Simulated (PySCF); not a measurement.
# [Eu(NH3)3]3+: other functionals and bases at one geometry

Aim: see how levels, charges and forces of [Eu(NH3)3]3+ depend on the level of theory. The structure is generated, not taken from experiment.

Method: several levels, as the steps say, no spin–orbit coupling; program: PySCF 2.14.0.

2 further runs of the same task are left out: 2 for a known fault of the program.

**1. The system as given**

13 atoms, charge 3, spin multiplicity 1.

Bond lengths: Eu1–N2 2.448 Å, Eu1–N6 2.448 Å, Eu1–N10 2.448 Å, N2–H3 1.046 Å, N2–H4 1.047 Å, N2–H5 1.046 Å, N6–H7 1.046 Å, N6–H8 1.047 Å, N6–H9 1.046 Å, N10–H11 1.046 Å, N10–H12 1.047 Å, N10–H13 1.046 Å. Angles: N2–Eu1–N6 110.1°, N2–Eu1–N10 110.1°, N6–Eu1–N10 110.1°, Eu1–N2–H3 116.6°, Eu1–N2–H4 114.6°, Eu1–N2–H5 115.8°, H3–N2–H4 102.6°, H3–N2–H5 102.7°, H4–N2–H5 102.6°, Eu1–N6–H7 116.6°, Eu1–N6–H8 114.6°, Eu1–N6–H9 115.8°, H7–N6–H8 102.6°, H7–N6–H9 102.7°, H8–N6–H9 102.6°, Eu1–N10–H11 116.6°, Eu1–N10–H12 114.6°, Eu1–N10–H13 115.8° and more.

Geometry (Å):

```xyz
13
EuH9N3
Eu    0.0000    0.0000   -0.7783
N     2.3164   -0.0011    0.0120
H     2.5398   -0.6418    0.8076
H     3.0222   -0.2794   -0.7096
H     2.6835    0.9190    0.3467
N    -1.1572    2.0066    0.0120
H    -0.7141    2.5204    0.8076
H    -1.2692    2.7570   -0.7096
H    -2.1376    1.8644    0.3467
N    -1.1592   -2.0055    0.0120
H    -1.8257   -1.8786    0.8076
H    -1.7531   -2.4776   -0.7096
H    -0.5458   -2.7835    0.3467
```

Formal oxidation states: Eu +3. Each metal's 6 4f electrons lie in its core potential, so multiplicities, spins and levels count the valence alone. An earlier session relaxed this geometry at PBE, Eu lcecp-1-SVP with ECP52, N def2-SVP, H def2-SVP (singlet, point group C3).

At PBE on the finer grid: E = -203.641400 Eh, HOMO -22.87 eV, LUMO -17.24 eV, Mulliken charge on Eu1 +1.72 e, largest force component 0.014 eV/Å. 

Levels to run: M06-L; r2SCAN; CAM-B3LYP; HF; PBE, TZVP. Hardware: 2 threads of Arm Neoverse V2, shared host.

**2. M06-L**

File run.py (the lines that set the calculation):

```python
mol = gto.M(atom='''
Eu     0.00000     0.00000    -0.77835
N      2.31643    -0.00111     0.01197
H      2.53977    -0.64179     0.80763
H      3.02223    -0.27938    -0.70961
H      2.68347     0.91903     0.34666
N     -1.15725     2.00664     0.01197
H     -0.71407     2.52040     0.80763
H     -1.26917     2.75702    -0.70961
H     -2.13764     1.86444     0.34666
N     -1.15918    -2.00553     0.01197
H     -1.82569    -1.87860     0.80763
H     -1.75306    -2.47764    -0.70961
H     -0.54583    -2.78347     0.34666''',
    basis={'Eu': 'lcecp-1-SVP', 'N': 'def2-SVP', 'H': 'def2-SVP'},
    ecp={'Eu': 'lcecp-1-SVP'},
    charge=3, spin=0)
mf = dft.RKS(mol, xc='M06L')
mf.grids.atom_grid = (75, 302)  # f atoms: unpruned, at least (60, 302)
mf = mf.density_fit()  # fitting sets: Eu AutoAux, N def2-universal-JKFIT, H def2-universal-JKFIT
mf.conv_tol = 1e-08; mf.max_cycle = 55
mf.kernel(dm0)  # dm0: the density of the relaxed state
```

The run is started by

```console
> OMP_NUM_THREADS=2 python run.py
```

Output:

```text
init E= -203.832482900206
  HOMO = -0.855566787168778  LUMO = -0.60189336251763  gap/eV = 6.90281
cycle= 1 E= -203.83904377006  delta_E= -0.00656  |g|= 0.0458  |ddm|= 0.374
  HOMO = -0.848974458549766  LUMO = -0.617380853443839  gap/eV = 6.30198
cycle= 2 E= -203.838447687199  delta_E= 0.000596  |g|= 0.0696  |ddm|= 0.134
  HOMO = -0.852888039415954  LUMO = -0.611979514854849  gap/eV = 6.55545
cycle= 3 E= -203.839755872894  delta_E= -0.00131  |g|= 0.00827  |ddm|= 0.0708
  HOMO = -0.851769614914032  LUMO = -0.610095131479969  gap/eV = 6.57630
cycle= 4 E= -203.839774319258  delta_E= -1.84e-05  |g|= 0.00104  |ddm|= 0.0109
  HOMO = -0.851925114435031  LUMO = -0.610295953832659  gap/eV = 6.57506
cycle= 5 E= -203.839774634217  delta_E= -3.15e-07  |g|= 0.000196  |ddm|= 0.00134
  HOMO = -0.851915236951253  LUMO = -0.610330660821056  gap/eV = 6.57385
cycle= 6 E= -203.839774646021  delta_E= -1.18e-08  |g|= 3.18e-05  |ddm|= 0.000274
  HOMO = -0.851915133663608  LUMO = -0.610331203578652  gap/eV = 6.57383
cycle= 7 E= -203.839774646261  delta_E= -2.41e-10  |g|= 1.01e-05  |ddm|= 3.95e-05
  HOMO = -0.851913199775671  LUMO = -0.610330837893029  gap/eV = 6.57379
Extra cycle  E= -203.839774646238  delta_E= 2.35e-11  |g|= 1.45e-05  |ddm|= 1.97e-05
converged SCF energy = -203.839774646238
```

Wall time 13 s (2 threads of Arm Neoverse V2, shared host).

Read off: E = -203.839775 Eh, HOMO -23.18 eV, LUMO -16.61 eV, Mulliken charge on Eu1 +1.95 e, largest force component 0.419 eV/Å. 

**3. r2SCAN**

run.py (the lines that set the calculation): that of step 2 with these lines changed.

```diff
@@ -17,3 +17,3 @@
     charge=3, spin=0)
-mf = dft.RKS(mol, xc='M06L')
+mf = dft.RKS(mol, xc='R2SCAN')
 mf.grids.atom_grid = (75, 302)  # f atoms: unpruned, at least (60, 302)
```

The run is started by

```console
> OMP_NUM_THREADS=2 python run.py
```

Output:

```text
init E= -203.758475961177
  HOMO = -0.854508995471064  LUMO = -0.612330956310367  gap/eV = 6.59000
cycle= 1 E= -203.760280141494  delta_E= -0.0018  |g|= 0.0277  |ddm|= 0.219
  HOMO = -0.849969463873416  LUMO = -0.618774879173027  gap/eV = 6.29113
cycle= 2 E= -203.75997933365  delta_E= 0.000301  |g|= 0.0458  |ddm|= 0.0835
  HOMO = -0.852661450214974  LUMO = -0.616143901851484  gap/eV = 6.43597
cycle= 3 E= -203.760522826388  delta_E= -0.000543  |g|= 0.00357  |ddm|= 0.0438
  HOMO = -0.852153270025127  LUMO = -0.6151460869063  gap/eV = 6.44929
cycle= 4 E= -203.760527075726  delta_E= -4.25e-06  |g|= 0.000402  |ddm|= 0.00592
  HOMO = -0.852191572108096  LUMO = -0.615191867658668  gap/eV = 6.44909
cycle= 5 E= -203.7605271166  delta_E= -4.09e-08  |g|= 8.77e-05  |ddm|= 0.000475
  HOMO = -0.852186904828877  LUMO = -0.615200260272843  gap/eV = 6.44874
cycle= 6 E= -203.760527118635  delta_E= -2.03e-09  |g|= 1.15e-05  |ddm|= 0.000113
  HOMO = -0.852186203369259  LUMO = -0.615202079897464  gap/eV = 6.44867
Extra cycle  E= -203.760527118631  delta_E= 3.75e-12  |g|= 1.28e-05  |ddm|= 2.62e-05
converged SCF energy = -203.760527118631
```

It took 12 s on 2 threads of Arm Neoverse V2, shared host.

Result: E = -203.760527 Eh, HOMO -23.19 eV, LUMO -16.74 eV, Mulliken charge on Eu1 +1.84 e, largest force component 0.280 eV/Å. 

**4. CAM-B3LYP**

run.py (the lines that set the calculation): that of step 3 with these lines changed.

```diff
@@ -17,3 +17,3 @@
     charge=3, spin=0)
-mf = dft.RKS(mol, xc='R2SCAN')
+mf = dft.RKS(mol, xc='CAMB3LYP')
 mf.grids.atom_grid = (75, 302)  # f atoms: unpruned, at least (60, 302)
```

The run is started by

```console
> OMP_NUM_THREADS=2 python run.py
```

Output:

```text
init E= -203.720655755027
  HOMO = -0.948112736919101  LUMO = -0.554527789495557  gap/eV = 10.70999
cycle= 1 E= -203.724543236077  delta_E= -0.00389  |g|= 0.046  |ddm|= 0.204
  HOMO = -0.943377271210717  LUMO = -0.566373773088472  gap/eV = 10.25879
cycle= 2 E= -203.724562498332  delta_E= -1.93e-05  |g|= 0.0481  |ddm|= 0.0885
  HOMO = -0.948390513011138  LUMO = -0.564799143092589  gap/eV = 10.43805
cycle= 3 E= -203.725067788758  delta_E= -0.000505  |g|= 0.00355  |ddm|= 0.0373
  HOMO = -0.947851962192336  LUMO = -0.564148468142241  gap/eV = 10.44110
cycle= 4 E= -203.725071979533  delta_E= -4.19e-06  |g|= 0.000826  |ddm|= 0.00474
  HOMO = -0.9479694412127  LUMO = -0.564454202592476  gap/eV = 10.43598
cycle= 5 E= -203.725072287667  delta_E= -3.08e-07  |g|= 0.000103  |ddm|= 0.00196
  HOMO = -0.947965250129037  LUMO = -0.564463724026927  gap/eV = 10.43561
cycle= 6 E= -203.725072298238  delta_E= -1.06e-08  |g|= 2.66e-05  |ddm|= 0.000368
  HOMO = -0.947965861697029  LUMO = -0.564461693489617  gap/eV = 10.43568
cycle= 7 E= -203.725072298811  delta_E= -5.73e-10  |g|= 5.22e-06  |ddm|= 8.74e-05
  HOMO = -0.947965596602844  LUMO = -0.564461402310214  gap/eV = 10.43568
Extra cycle  E= -203.725072298824  delta_E= -1.24e-11  |g|= 2.52e-06  |ddm|= 1.07e-05
converged SCF energy = -203.725072298824
```

It took 9.3 s on 2 threads of Arm Neoverse V2, shared host.

Result: E = -203.725072 Eh, HOMO -25.80 eV, LUMO -15.36 eV, Mulliken charge on Eu1 +1.84 e, largest force component 0.335 eV/Å. 

**5. HF**

run.py (the lines that set the calculation): that of step 4 with these lines changed.

```diff
@@ -17,4 +17,3 @@
     charge=3, spin=0)
-mf = dft.RKS(mol, xc='CAMB3LYP')
-mf.grids.atom_grid = (75, 302)  # f atoms: unpruned, at least (60, 302)
+mf = scf.RHF(mol)
 mf = mf.density_fit()  # fitting sets: Eu AutoAux, N def2-universal-JKFIT, H def2-universal-JKFIT
```

The run is started by

```console
> OMP_NUM_THREADS=2 python run.py
```

Output:

```text
init E= -202.378504153652
  HOMO = -1.02136974969118  LUMO = -0.459254145200337  gap/eV = 15.29594
cycle= 1 E= -202.412785219817  delta_E= -0.0343  |g|= 0.061  |ddm|= 0.53
  HOMO = -1.03396091939191  LUMO = -0.478470886594096  gap/eV = 15.11565
cycle= 2 E= -202.414147869347  delta_E= -0.00136  |g|= 0.0148  |ddm|= 0.0989
  HOMO = -1.03190145904588  LUMO = -0.478333991079129  gap/eV = 15.06334
cycle= 3 E= -202.414247136987  delta_E= -9.93e-05  |g|= 0.00501  |ddm|= 0.0269
  HOMO = -1.03340650025875  LUMO = -0.478977769293603  gap/eV = 15.08677
cycle= 4 E= -202.414255941287  delta_E= -8.8e-06  |g|= 0.00152  |ddm|= 0.00567
  HOMO = -1.03346063025637  LUMO = -0.479306487366969  gap/eV = 15.07930
cycle= 5 E= -202.414257156579  delta_E= -1.22e-06  |g|= 0.000334  |ddm|= 0.0025
  HOMO = -1.03350445830399  LUMO = -0.479292991849722  gap/eV = 15.08086
cycle= 6 E= -202.414257237551  delta_E= -8.1e-08  |g|= 5.16e-05  |ddm|= 0.00066
  HOMO = -1.03350935334009  LUMO = -0.479295100757266  gap/eV = 15.08094
cycle= 7 E= -202.414257239399  delta_E= -1.85e-09  |g|= 7.31e-06  |ddm|= 0.000107
  HOMO = -1.03350863896734  LUMO = -0.479294846739638  gap/eV = 15.08093
Extra cycle  E= -202.414257239432  delta_E= -3.36e-11  |g|= 2.72e-06  |ddm|= 1.41e-05
converged SCF energy = -202.414257239432
```

Run time: 3 s. Hardware: 2 threads of Arm Neoverse V2, shared host.

Result: E = -202.414257 Eh, HOMO -28.12 eV, LUMO -13.04 eV, Mulliken charge on Eu1 +2.14 e, largest force component 1.425 eV/Å. 

**6. PBE, TZVP**

Basis: Eu lcecp-1-TZVP with ECP52, N def2-TZVP, H def2-TZVP. 

run.py (the lines that set the calculation): that of step 5 with these lines changed.

```diff
@@ -14,8 +14,9 @@
 H     -0.54583    -2.78347     0.34666''',
-    basis={'Eu': 'lcecp-1-SVP', 'N': 'def2-SVP', 'H': 'def2-SVP'},
-    ecp={'Eu': 'lcecp-1-SVP'},
+    basis={'Eu': 'lcecp-1-TZVP', 'N': 'def2-TZVP', 'H': 'def2-TZVP'},
+    ecp={'Eu': 'lcecp-1-TZVP'},
     charge=3, spin=0)
-mf = scf.RHF(mol)
+mf = dft.RKS(mol, xc='PBE')
+mf.grids.atom_grid = (75, 302)  # f atoms: unpruned, at least (60, 302)
 mf = mf.density_fit()  # fitting sets: Eu AutoAux, N def2-universal-JKFIT, H def2-universal-JKFIT
 mf.conv_tol = 1e-08; mf.max_cycle = 55
-mf.kernel(dm0)  # dm0: the density of the relaxed state
+mf.kernel(dm0)  # dm0: free metal ions and neutral atoms
```

The run is started by

```console
> OMP_NUM_THREADS=2 python run.py
```

Output:

```text
init E= -196.751423429621
  HOMO = -1.17136132520228  LUMO = -0.710934558178526  gap/eV = 12.52885
cycle= 1 E= -202.045476292266  delta_E= -5.29  |g|= 3.17  |ddm|= 2.44
  HOMO = -0.628124398189688  LUMO = -0.608225915544204  gap/eV = 0.54147
cycle= 2 E= -194.377071066331  delta_E= 7.67  |g|= 4.97  |ddm|= 4.14
  HOMO = -0.866889073330174  LUMO = -0.5214088430813  gap/eV = 9.40100
cycle= 3 E= -203.569733735077  delta_E= -9.19  |g|= 0.88  |ddm|= 3.91
  HOMO = -0.868793541016361  LUMO = -0.668144163554305  gap/eV = 5.45995
cycle= 4 E= -203.816292542739  delta_E= -0.247  |g|= 0.273  |ddm|=  1.6
  HOMO = -0.83060402002112  LUMO = -0.623176799277843  gap/eV = 5.64438
cycle= 5 E= -203.836596317848  delta_E= -0.0203  |g|= 0.064  |ddm|= 0.365
  HOMO = -0.837047882250473  LUMO = -0.629320027916512  gap/eV = 5.65256
cycle= 6 E= -203.837660412225  delta_E= -0.00106  |g|= 0.0101  |ddm|= 0.0517
  HOMO = -0.837887151820908  LUMO = -0.630312380321295  gap/eV = 5.64840
cycle= 7 E= -203.837684152884  delta_E= -2.37e-05  |g|= 0.00259  |ddm|= 0.0112
  HOMO = -0.837767718506181  LUMO = -0.630004446482824  gap/eV = 5.65353
cycle= 8 E= -203.837685990195  delta_E= -1.84e-06  |g|= 0.00058  |ddm|= 0.00243
  HOMO = -0.83777477210608  LUMO = -0.629990447006805  gap/eV = 5.65410
cycle= 9 E= -203.837686068548  delta_E= -7.84e-08  |g|= 8.63e-05  |ddm|= 0.000525
  HOMO = -0.837771488911036  LUMO = -0.629986415976751  gap/eV = 5.65412
cycle= 10 E= -203.83768607026  delta_E= -1.71e-09  |g|= 1.99e-05  |ddm|= 0.000107
  HOMO = -0.837774373224196  LUMO = -0.629989564532575  gap/eV = 5.65411
Extra cycle  E= -203.83768607014  delta_E= 1.2e-10  |g|= 3.17e-05  |ddm|= 3.31e-05
converged SCF energy = -203.83768607014
```

Wall time 30 s (2 threads of Arm Neoverse V2, shared host).

Result: E = -203.837686 Eh, HOMO -22.80 eV, LUMO -17.14 eV, Mulliken charge on Eu1 +2.00 e, largest force component 0.377 eV/Å. 

**7. Results**

| level | state | HOMO (eV) | gap (eV) | charge on Eu1 (e) | dipole (D) | largest force (eV/Å) | basis functions | time |
| --- | --- | --- | --- | --- | --- | --- | --- | --- |
| PBE (relaxed here) | singlet | -22.87 | 5.63 | 1.72 | 2.77 | 0.01 | 120 | 20 s |
| M06-L | singlet | -23.18 | 6.57 | 1.95 | 2.45 | 0.42 | 120 | 13 s |
| r2SCAN | singlet | -23.19 | 6.45 | 1.84 | 2.60 | 0.28 | 120 | 12 s |
| CAM-B3LYP | singlet | -25.80 | 10.44 | 1.84 | 2.47 | 0.34 | 120 | 9.3 s |
| HF | singlet | -28.12 | 15.08 | 2.14 | 2.06 | 1.42 | 120 | 3 s |
| PBE, TZVP | singlet | -22.80 | 5.65 | 2.00 | 2.76 | 0.38 | 194 | 30 s |

Times are on 2 threads of Arm Neoverse V2, shared host; the first row also made further properties. The dipole of a charged species depends on the origin, so these sizes hold for this origin alone.

In one basis the HOMO–LUMO gap runs from 5.63 eV (PBE) to 15.08 eV (HF). The largest leftover force, 1.42 eV/Å with HF, stands at a geometry relaxed at another level. The Mulliken charge on Eu spans +1.72 to +2.14 e over the levels. With 4f in the core, its levels are missing from HOMO and gap. Total energies of different levels can't be compared. Spin–orbit coupling is left out throughout.
